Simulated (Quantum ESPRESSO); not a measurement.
# Mg3Cl2O (P-6m2) in Quantum ESPRESSO: reference runs

How does Mg3Cl2O come out in PBE? The cell is run as given.

Program: Quantum ESPRESSO 7.5. These are calculated values, not measurements. Logs are shortened: lines on timing, memory, paths and dates and some standing lists are left out, and cuts for length are marked.

## (1) The crystal as given

Symmetry: P-6m2, No. 187, hexagonal system. The conventional cell has a = 4.308 Å, b = 4.308 Å, c = 9.385 Å, α = 90.00°, β = 90.00°, γ = 120.00°. Around Mg (site symmetry -6m2) lie 3 Mg at 2.49 Å. Mg (site symmetry -6m2) is surrounded by 3 O at 2.49 Å. Around Mg (site symmetry -6m2) lie 3 Mg at 2.49 Å. Cl (site symmetry 3m) is surrounded by 9 Mg at 3.41 to 3.43 Å and 3 O at 3.43 Å. Around O (site symmetry -6m2) lie 3 Mg at 2.49 Å.

The cell was built by a generator and needn't be a form met in nature.

## (2) Single point, PBE

The input, pw.in:

```
&CONTROL
  calculation = 'scf'
  prefix = 'pwscf'
  outdir = './tmp'
  pseudo_dir = './pseudo'
  tprnfor = .true.
  tstress = .true.
  disk_io = 'low'
/
&SYSTEM
  ibrav = 0
  nat = 6
  ntyp = 3
  ecutwfc = 55
  ecutrho = 440
  nbnd = 20
  occupations = 'smearing'
  smearing = 'fd'
  degauss = 0.00367493
/
&ELECTRONS
  conv_thr = 1.2d-09
  electron_maxstep = 120
  mixing_beta = 0.5
/
ATOMIC_SPECIES
Mg    24.3050 Mg.pbe-n-kjpaw_psl.0.3.0.UPF
Cl    35.4500 cl_pbe_v1.4.uspp.F.UPF
O     15.9990 O.pbe-n-kjpaw_psl.0.1.UPF
CELL_PARAMETERS angstrom
   4.3082533300    0.0000000000    0.0000000000
  -2.1541266700    3.7310568300    0.0000000000
   0.0000000000    0.0000000000    9.3853087400
ATOMIC_POSITIONS crystal
Mg     0.6666666700    0.3333333300    0.5000000000
Mg     0.0000000000    0.0000000000    0.0000000000
Mg     0.0000000000    0.0000000000    0.5000000000
Cl     0.3333333300    0.6666666700    0.2516720000
Cl     0.3333333300    0.6666666700    0.7483280000
O      0.6666666700    0.3333333300    0.0000000000
K_POINTS automatic
7 7 3 0 0 0
```

The input, pp_density.in:

```
&INPUTPP
  prefix = 'pwscf'
  outdir = './tmp'
  filplot = 'density.dat'
  plot_num = 0
/
&PLOT
  nfile = 1
  filepp(1) = 'density.dat'
  iflag = 3
  output_format = 6
  fileout = 'density.cube'
/
```

The input, pp_potential.in:

```
&INPUTPP
  prefix = 'pwscf'
  outdir = './tmp'
  filplot = 'potential.dat'
  plot_num = 11
/
&PLOT
  nfile = 1
  filepp(1) = 'potential.dat'
  iflag = 3
  output_format = 6
  fileout = 'potential.cube'
/
```

Potentials or basis: SSSP 1.3 efficiency PBE.

Run with:

```
$ OMP_NUM_THREADS=1 pw.x -in pw.in > pw.out
$ OMP_NUM_THREADS=1 pp.x -in pp_density.in > pp_density.out
$ OMP_NUM_THREADS=1 pp.x -in pp_potential.in > pp_potential.out
```

pw.out:

```text
This program is part of the open-source Quantum ESPRESSO suite
     for quantum simulation of materials; please cite
         "P. Giannozzi et al., J. Phys.:Condens. Matter 21 395502 (2009);
         "P. Giannozzi et al., J. Phys.:Condens. Matter 29 465901 (2017);
         "P. Giannozzi et al., J. Chem. Phys. 152 154105 (2020);
     in publications or presentations arising from this work. More details at

     file Mg.pbe-n-kjpaw_psl.0.3.0.UPF: wavefunction(s)  3S renormalized
     file O.pbe-n-kjpaw_psl.0.1.UPF: wavefunction(s)  2P renormalized
     Message from routine setup:
     using ibrav=0 with symmetry is DISCOURAGED, use correct ibrav instead

     G-vector sticks info
     --------------------
     sticks:   dense  smooth     PW     G-vecs:    dense   smooth      PW
     Sum        2017    1015    283               158711    56021    8391

     Using Slab Decomposition

     bravais-lattice index     =            0
     lattice parameter (alat)  =       8.1414  a.u.
     unit-cell volume          =    1018.0715 (a.u.)^3
     number of atoms/cell      =            6
     number of atomic types    =            3
     number of electrons       =        26.00
     number of Kohn-Sham states=           20
     kinetic-energy cutoff     =      55.0000  Ry
     charge density cutoff     =     440.0000  Ry
     scf convergence threshold =      1.2E-09
     mixing beta               =       0.5000
     number of iterations used =            8  plain     mixing
     Exchange-correlation= SLA  PW   PBX  PBC
                           (   1   4   3   4   0   0   0)

     celldm(1)=   8.141419  celldm(2)=   0.000000  celldm(3)=   0.000000
     celldm(4)=   0.000000  celldm(5)=   0.000000  celldm(6)=   0.000000

     crystal axes: (cart. coord. in units of alat)
               a(1) = (   1.000000   0.000000   0.000000 )
               a(2) = (  -0.500000   0.866025   0.000000 )
               a(3) = (   0.000000   0.000000   2.178449 )

     reciprocal axes: (cart. coord. in units 2 pi/alat)
               b(1) = (  1.000000  0.577350 -0.000000 )
               b(2) = (  0.000000  1.154701  0.000000 )
               b(3) = (  0.000000 -0.000000  0.459042 )

     PseudoPot. # 1 for Mg read from file:
     Mg.pbe-n-kjpaw_psl.0.3.0.UPF
     Pseudo is Projector augmented-wave + core cor, Zval =  2.0
     Generated using "atomic" code by A. Dal Corso  v.5.0.99 svn rev. 10869
     Shape of augmentation charge: PSQ
     Using radial grid of 1129 points,  4 beta functions with:
                l(1) =   0
                l(2) =   0
                l(3) =   1
                l(4) =   1
     Q(r) pseudized with 0 coefficients

     PseudoPot. # 2 for Cl read from file:
     cl_pbe_v1.4.uspp.F.UPF
     Pseudo is Ultrasoft + core correction, Zval =  7.0
     Generated by new atomic code, or converted to UPF format
     Using radial grid of  909 points,  6 beta functions with:
                l(1) =   0
                l(2) =   0
                l(3) =   1
                l(4) =   1
                l(5) =   2
                l(6) =   2
     Q(r) pseudized with  8 coefficients,  rinner =    1.300   1.300   1.300
                                                       1.300   1.300

     PseudoPot. # 3 for O  read from file:
     O.pbe-n-kjpaw_psl.0.1.UPF
     Pseudo is Projector augmented-wave + core cor, Zval =  6.0
     Generated using "atomic" code by A. Dal Corso  v.5.0.99 svn rev. 10869
     Shape of augmentation charge: BESSEL
     Using radial grid of 1095 points,  4 beta functions with:
                l(1) =   0
                l(2) =   0
                l(3) =   1
                l(4) =   1
     Q(r) pseudized with 0 coefficients

     atomic species   valence    mass     pseudopotential
     Mg                2.00    24.30500     Mg( 1.00)
     Cl                7.00    35.45000     Cl( 1.00)
     O                 6.00    15.99900     O ( 1.00)

     12 Sym. Ops. (no inversion) found

   Cartesian axes

     site n.     atom                  positions (alat units)
         1        Mg     tau(   1) = (   0.5000000   0.2886751   1.0892243  )
         2        Mg     tau(   2) = (   0.0000000   0.0000000   0.0000000  )
         3        Mg     tau(   3) = (   0.0000000   0.0000000   1.0892243  )
         4        Cl     tau(   4) = (  -0.0000000   0.5773503   0.5482545  )
         5        Cl     tau(   5) = (  -0.0000000   0.5773503   1.6301941  )
         6        O      tau(   6) = (   0.5000000   0.2886751   0.0000000  )

     number of k points=    16  Fermi-Dirac smearing, width (Ry)=  0.0037
                       cart. coord. in units 2pi/alat
        k(    1) = (   0.0000000   0.0000000   0.0000000), wk =   0.0136054
        k(    2) = (   0.0000000   0.0000000   0.1530141), wk =   0.0272109
        k(    3) = (   0.0000000   0.1649572   0.0000000), wk =   0.0816327
        k(    4) = (   0.0000000   0.1649572   0.1530141), wk =   0.1632653
        k(    5) = (   0.0000000   0.3299144   0.0000000), wk =   0.0816327
        k(    6) = (   0.0000000   0.3299144   0.1530141), wk =   0.1632653
[... 8 lines left out ...]
        k(   15) = (   0.2857143   0.4948717   0.0000000), wk =   0.0816327
        k(   16) = (   0.2857143   0.4948717   0.1530141), wk =   0.1632653

     Dense  grid:   158711 G-vectors     FFT dimensions: (  60,  60, 120)

     Smooth grid:    56021 G-vectors     FFT dimensions: (  40,  40,  90)

     Initial potential from superposition of free atoms

     starting charge      25.9972, renormalised to      26.0000

     negative rho (up, down):  3.016E-02 0.000E+00
     Starting wfcs are   24 randomized atomic wfcs

     Self-consistent Calculation

     iteration #  1     ecut=    55.00 Ry     beta= 0.50
     Davidson diagonalization with overlap
     ethr =  1.00E-02,  avg # of iterations =  4.2

     negative rho (up, down):  3.063E-02 0.000E+00

     total energy              =    -208.33133139 Ry
     estimated scf accuracy    <       1.64426293 Ry

     iteration #  2     ecut=    55.00 Ry     beta= 0.50
     Davidson diagonalization with overlap
     ethr =  6.32E-03,  avg # of iterations =  3.7

     negative rho (up, down):  3.054E-02 0.000E+00

     total energy              =    -206.70593391 Ry
     estimated scf accuracy    <      28.61471591 Ry

     iteration #  3     ecut=    55.00 Ry     beta= 0.50
     Davidson diagonalization with overlap
     ethr =  6.32E-03,  avg # of iterations =  3.1

     negative rho (up, down):  2.986E-02 0.000E+00

     total energy              =    -209.11423107 Ry
     estimated scf accuracy    <       0.54230647 Ry

     iteration #  4     ecut=    55.00 Ry     beta= 0.50
     Davidson diagonalization with overlap
     ethr =  2.09E-03,  avg # of iterations =  1.4

     negative rho (up, down):  2.939E-02 0.000E+00

     total energy              =    -209.09407186 Ry
     estimated scf accuracy    <       0.36728788 Ry

     iteration #  5     ecut=    55.00 Ry     beta= 0.50
     Davidson diagonalization with overlap
     ethr =  1.41E-03,  avg # of iterations =  1.0

     negative rho (up, down):  2.911E-02 0.000E+00

     total energy              =    -209.05588988 Ry
     estimated scf accuracy    <       0.18066159 Ry
[... 181 lines left out ...]
     iteration # 26     ecut=    55.00 Ry     beta= 0.50
     Davidson diagonalization with overlap
     ethr =  5.76E-10,  avg # of iterations =  7.1

     negative rho (up, down):  2.932E-02 0.000E+00

     total energy              =    -209.08636147 Ry
     estimated scf accuracy    <       0.00000009 Ry

     iteration # 27     ecut=    55.00 Ry     beta= 0.50
     Davidson diagonalization with overlap
     ethr =  3.48E-10,  avg # of iterations =  1.0

     negative rho (up, down):  2.932E-02 0.000E+00

     total energy              =    -209.08636147 Ry
     estimated scf accuracy    <          6.1E-09 Ry

     iteration # 28     ecut=    55.00 Ry     beta= 0.50
     Davidson diagonalization with overlap
     ethr =  2.34E-11,  avg # of iterations =  5.8

     negative rho (up, down):  2.932E-02 0.000E+00

     total energy              =    -209.08636148 Ry
     estimated scf accuracy    <          1.7E-09 Ry

     iteration # 29     ecut=    55.00 Ry     beta= 0.50
     Davidson diagonalization with overlap
     ethr =  6.50E-12,  avg # of iterations =  2.7

     negative rho (up, down):  2.932E-02 0.000E+00

     End of self-consistent calculation

          k = 0.0000 0.0000 0.0000 (  7025 PWs)   bands (ev):

   -13.4473 -12.5952 -12.5825  -3.5239  -1.2648  -0.5004  -0.5004  -0.3996
    -0.3996  -0.0398   0.9692   0.9692   1.2582   3.8766   4.1567   5.0575
     5.0575   7.0072   7.1155   7.1155

          k = 0.0000 0.0000 0.1530 (  7050 PWs)   bands (ev):

   -13.4464 -12.6241 -12.5546  -3.5091  -1.3439  -0.4783  -0.4783  -0.4236
    -0.4236  -0.0235   0.9711   0.9711   1.4974   3.1021   4.9800   5.0562
     5.0562   6.6415   7.1446   7.1446

          k = 0.0000 0.1650 0.0000 (  7037 PWs)   bands (ev):

   -13.4300 -12.5766 -12.5711  -3.3779  -1.2007  -0.8526  -0.6992  -0.5702
    -0.4440   0.0072   0.9565   0.9908   1.3794   3.9492   4.1193   4.5144
     4.7472   6.6813   7.9041   7.9445

          k = 0.0000 0.1650 0.1530 (  7031 PWs)   bands (ev):

   -13.4292 -12.6039 -12.5446  -3.3580  -1.3257  -0.8498  -0.6972  -0.5417
    -0.4758   0.2011   0.8481   0.9603   1.5033   3.5707   4.0769   4.7501
     5.0577   6.6701   7.1791   7.8192

          k = 0.0000 0.3299 0.0000 (  7023 PWs)   bands (ev):

   -13.3909 -12.5450 -12.5342  -2.9760  -1.4150  -1.2313  -1.0166  -0.7157
    -0.5403  -0.0280   0.9208   0.9304   1.4700   2.5433   4.3204   4.7001
     5.0584   6.3356   6.9301   8.4563

          k = 0.0000 0.3299 0.1530 (  7012 PWs)   bands (ev):

   -13.3905 -12.5582 -12.5214  -2.9449  -1.4144  -1.2888  -1.1368  -0.6760
    -0.5871   0.3081   0.7552   0.9305   1.4116   2.6309   4.3202   4.5531
     5.2068   6.2895   7.1321   7.7406

          k = 0.0000 0.4949 0.0000 (  6994 PWs)   bands (ev):

   -13.3593 -12.5234 -12.4996  -2.4771  -1.8547  -1.5464  -0.8829  -0.8231
    -0.6144  -0.1019   0.7450   0.8868   1.4565   1.6919   4.0851   5.3295
     5.4817   6.0415   6.1600   8.3132

          k = 0.0000 0.4949 0.1530 (  6991 PWs)   bands (ev):

   -13.3592 -12.5224 -12.5009  -2.4513  -1.7759  -1.5680  -1.1551  -0.7765
    -0.6714   0.2570   0.5890   0.9027   1.3616   1.7949   4.0784   5.2267
     5.4918   5.9779   6.4668   7.7876
[... 19 lines left out ...]
          k = 0.1429 0.4124 0.1530 (  7015 PWs)   bands (ev):

   -13.3664 -12.5302 -12.5056  -2.5908  -1.5632  -1.4228  -1.1742  -0.9355
    -0.7788   0.3816   0.6024   0.9208   1.4304   2.0408   3.5934   5.1544
     5.4666   6.7120   6.9963   7.8256

          k = 0.1429 0.5774 0.0000 (  7030 PWs)   bands (ev):

   -13.3509 -12.5171 -12.4900  -2.2445  -1.9013  -1.5194  -1.1242  -0.8459
    -0.7969   0.0551   0.5758   0.8844   1.4730   1.6096   3.4577   5.6798
     5.7848   5.9359   7.0090   8.0029

          k = 0.1429 0.5774 0.1530 (  7002 PWs)   bands (ev):

   -13.3508 -12.5130 -12.4942  -2.2302  -1.7900  -1.5680  -1.1383  -1.0205
    -0.8659   0.3003   0.6331   0.7953   1.4788   1.5894   3.4663   5.4449
     5.8085   6.2558   6.8901   7.9276

          k = 0.2857 0.4949 0.0000 (  7014 PWs)   bands (ev):

   -13.3473 -12.5142 -12.4857  -2.1397  -1.7256  -1.4753  -1.3687  -1.0519
    -0.8248   0.1218   0.4809   1.0636   1.4708   1.4940   3.0542   5.7133
     5.9478   6.2493   7.6920   8.3550

          k = 0.2857 0.4949 0.1530 (  7009 PWs)   bands (ev):

   -13.3472 -12.5090 -12.4910  -2.1055  -1.5913  -1.5029  -1.4008  -1.1204
    -1.0499   0.3332   0.6590   0.8899   1.3276   1.6312   3.0532   5.6745
     5.9262   6.3008   7.5076   8.3349

     the Fermi energy is     1.5657 ev

!    total energy              =    -209.08636148 Ry
     estimated scf accuracy    <          2.4E-11 Ry
     smearing contrib. (-TS)   =      -0.00331192 Ry
     internal energy E=F+TS    =    -209.08304956 Ry

     The total energy is F=E-TS. E is the sum of the following terms:
     one-electron contribution =     -39.71699427 Ry
     hartree contribution      =      30.89782264 Ry
     xc contribution           =     -30.70099440 Ry
     ewald contribution        =     -66.17699336 Ry
     one-center paw contrib.   =    -103.38589017 Ry

     convergence has been achieved in  29 iterations

     negative rho (up, down):  2.932E-02 0.000E+00

     Forces acting on atoms (cartesian axes, Ry/au):

     atom    1 type  1   force =     0.00000000    0.00000000    0.00000000
     atom    2 type  1   force =     0.00000000    0.00000000    0.00000000
     atom    3 type  1   force =     0.00000000    0.00000000    0.00000000
     atom    4 type  2   force =     0.00000000    0.00000000    0.02895951
     atom    5 type  2   force =     0.00000000   -0.00000000   -0.02895951
     atom    6 type  3   force =    -0.00000000   -0.00000000    0.00000000

     Total force =     0.040955     Total SCF correction =     0.000003

     Computing stress (Cartesian axis) and pressure

     negative rho (up, down):  2.932E-02 0.000E+00
          total   stress  (Ry/bohr**3)                   (kbar)     P=      -36.77
  -0.00021110  -0.00000000  -0.00000000          -31.05       -0.00       -0.00
  -0.00000000  -0.00021110  -0.00000000           -0.00      -31.05       -0.00
   0.00000000   0.00000000  -0.00032771            0.00        0.00      -48.21

=------------------------------------------------------------------------------=
   JOB DONE.
=------------------------------------------------------------------------------=
```

Wall time 2.2 min (1 thread of Intel Xeon Platinum 8488C (Sapphire Rapids), shared host); peak memory 0.64 GiB.

What came out:

| Property | Result |
| --- | --- |
| Free energy | -2844.7649 eV |
| Pressure | -3.7 GPa |
| Largest force | 0.745 eV/Å |
| Band gap on the k mesh | none (metal or under the smearing width) |

Forces on the atoms (eV/Å):
```
Mg   0.000  0.000  0.000
Mg   0.000  0.000  0.000
Mg   0.000  0.000  0.000
Cl   0.000  0.000  0.745
Cl   0.000  0.000 -0.745
O    0.000  0.000  0.000
```

Levels at points of the mesh, in eV from the Fermi level:
| k point | band 10 | band 11 | band 12 | band 13 | band 14 | band 15 | band 16 | band 17 |
| --- | --- | --- | --- | --- | --- | --- | --- | --- |
| (0.00, 0.00, 0.00) | -1.61 | -0.60 | -0.60 | -0.31 | 2.31 | 2.59 | 3.49 | 3.49 |
